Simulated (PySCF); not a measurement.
**A gas-phase reaction: H5NSi + BCl3 → BCl2H4NSi + ClH**

Aim: the reaction energy of `N[SiH3]` + `ClB(Cl)Cl` → `[SiH3]NB(Cl)Cl` + `Cl`.

Programs: PySCF 2.14.0. All values are calculated, for the isolated system unless a continuum is named. Atoms count from 0, parts from 1.

## 1. The system as given

Each species was relaxed by itself at PBE0-D3(BJ)/def2-SVPD.

## 2. Reaction energy: wB97M-D3(BJ)/def2-TZVPD

Job settings and geometry (Å):

```
{"job": {"kind": "react", "xc": "wB97M-D3(BJ)", "basis": "def2-TZVPD"}, "charge": 0, "multiplicity": 1}
-1 H5NSi charge 0 multiplicity 1
Si    -0.584130     0.023250    -0.347930
N      0.959280    -0.119840     0.442400
H     -1.118180    -1.354600    -0.553310
H     -1.623260     0.807520     0.397750
H     -0.360980     0.699690    -1.658850
H      1.566740     0.686480     0.509550
H      1.052720    -0.705460     1.262150

-1 BCl3 charge 0 multiplicity 1
Cl    -0.821710     1.529660     0.005400
B      0.014150    -0.000880     0.002370
Cl    -0.893680    -1.489790     0.002430
Cl     1.757540    -0.042420    -0.000100

+1 BCl2H4NSi charge 0 multiplicity 1
Si     0.278240     1.224810     0.588200
N      0.041590    -0.525990     0.412020
B     -0.142260    -1.209100    -0.787470
Cl    -0.149950    -0.308330    -2.315430
Cl    -0.370550    -2.962030    -0.834690
H      0.425330     1.458470     2.052440
H     -0.902990     1.962330     0.064110
H      1.508380     1.656040    -0.129220
H      0.037860    -1.085490     1.257640

+1 ClH charge 0 multiplicity 1
Cl     0.644720     0.003830    -0.001490
H     -0.643480    -0.002150     0.002250
```

With the program's defaults for keys left out, this is: wB97M-D3(BJ)/def2-TZVPD reaction energy of separated species, gas phase.

Launch:

```sh
$ OMP_NUM_THREADS=1 python cluster_run.py task.json out
```

The driver reads the jobs from task.json and runs them one after another.

**Question.** The jobs that follow are: PBE0-D3(BJ)/def2-TZVPD reaction energy of separated species, gas phase. Predict: reaction energy (wB97M-D3(BJ)/def2-TZVPD); ΔH, ΔG at 298 K (xTB thermal terms). Thermal terms come from harmonic xTB runs on each species.

The runs gave:

```
                                                quantity                      value
               reaction energy (wB97M-D3(BJ)/def2-TZVPD)            -12.79 kcal/mol
                     ΔH, ΔG at 298 K (xTB thermal terms)      -13.9, -13.0 kcal/mol
range of the reaction energy over the runs of this table  -12.79 to -12.03 kcal/mol
```

What this shows: The reaction is exothermic by 13.9 kcal/mol in the gas phase; dispersion gives -1.06, and xTB itself gave -17.93 for the electronic energy (xTB energies and thermal terms come from the earlier relaxation of each species, not shown). No barrier was sought. The reaction energy runs from -12.79 (wB97M-D3(BJ)/def2-TZVPD) to -12.03 kcal/mol (PBE0-D3(BJ)/def2-TZVPD).
